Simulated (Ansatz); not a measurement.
# AlGe (quartet): wave-function methods side by side at distance Ge1–Al2 = 4.594 Å, cc-pVDZ

Aim: climb from Hartree-Fock through coupled cluster and multireference methods for AlGe (quartet) at one geometry and basis, and see what each rung misses.

Program: Ansatz 0.2.0, Gaussian basis. Level of theory: cc-pVDZ, core rule «outside noble gas», up to 19 orbitals frozen. These are calculated values, not measurements.

The runs, in order: UHF; CCSD(T) on ROHF; CCSD(T) on UHF; BCCD(T) on ROHF; CISD; CCSDT(Q) on ROHF; CCSDT(Q) on UHF; CASSCF and MRCISD+Q, 5 electrons in 5 orbitals; CASSCF and NEVPT2, 5 electrons in 5 orbitals; CASSCF and MRCISD+Q, 7 electrons in 8 orbitals; CASSCF and NEVPT2, 7 electrons in 8 orbitals; Full CI.

15 further runs of the same task are left out: 13 that didn't finish, 2 set aside as unsound or not needed.

### Step 1. The system

The geometry derives from a PBE0/def2-TZVP stationary point (not a proven minimum). One bond is set to the value named and the two fragments are kept rigid. No spin-orbit coupling is included. The filled d shell of Ge may be among the frozen orbitals whatever the setting's name suggests; the logs give the count.

2 atoms, charge 0, spin multiplicity 4.

Atoms are counted from 1 here; the program's logs count them from 0.

No contacts short enough for the rule that draws bonds.

### Step 2. UHF

in.yaml reads:

```yaml
crystal:
  periodic: [false, false, false]
  atoms:
    - {symbol: Ge, position_ang: [0.000000, 0.000000, 0.000000]}
    - {symbol: Al, position_ang: [0.000000, 0.000000, 4.594000]}
basis:
  gaussian: {orbitals: cc-pVDZ}
magnetization: {spin_polarized: true, initial_magnetization: 3}
hamiltonian: {xc: hf}
output: {orbitals: {seedname: orbitals}}
```

Started as:

```sh
> ansatz run in.yaml --threads 1 --pin off --events-out ev --progress --plain --max-ram 2393MiB
```

After this run come: CCSD(T) on ROHF; CCSD(T) on UHF; BCCD(T) on ROHF; CISD; CCSDT(Q) on ROHF; CCSDT(Q) on UHF; CASSCF and MRCISD+Q, 5 electrons in 5 orbitals; CASSCF and NEVPT2, 5 electrons in 5 orbitals; CASSCF and MRCISD+Q, 7 electrons in 8 orbitals; CASSCF and NEVPT2, 7 electrons in 8 orbitals; Full CI.

Q: Predict the results of all the runs planned. Wanted: FCI from the RHF energy; RMP2 from FCI; UMP2 from FCI; RCCSD from FCI; RCCSD(T) from FCI; UCCSD(T) from FCI; RCCSDT(Q) from FCI; UCCSDT(Q) from FCI; T1 diagnostic.

**Answer**, as computed:

| quantity | value |
| --- | --- |
| FCI from the ROHF energy | -3.1349 eV |
| RMP2 from FCI | +998.8 meV |
| UMP2 from FCI | +992.3 meV |
| RCCSD from FCI | +128.5 meV |
| RCCSD(T) from FCI | +75.2 meV |
| UCCSD(T) from FCI | +66.5 meV |
| RCCSDT(Q) from FCI | +6.9 meV |
| UCCSDT(Q) from FCI | +2.9 meV |
| levels within 1 kcal/mol (43 meV) | RCCSDT, UCCSDT, RCCSDT(Q), UCCSDT(Q) |
| T1 diagnostic | 0.024 |
| effectively unpaired electrons | 3.24 |

What this shows: RCCSD(T) misses by +75.2 meV, 2.4 % of the correlation energy. The occupations show some static correlation. These misses are within one basis, not against nature; the frozen cores of restricted and unrestricted runs differ, which can shift their rows.

Levels on UHF freeze UHF's core orbitals, full CI those of ROHF, so the U rows can settle a little off it for that reason alone.

With open shells the CI space here admits some triples and quadruples, so it is larger than plain CISD.
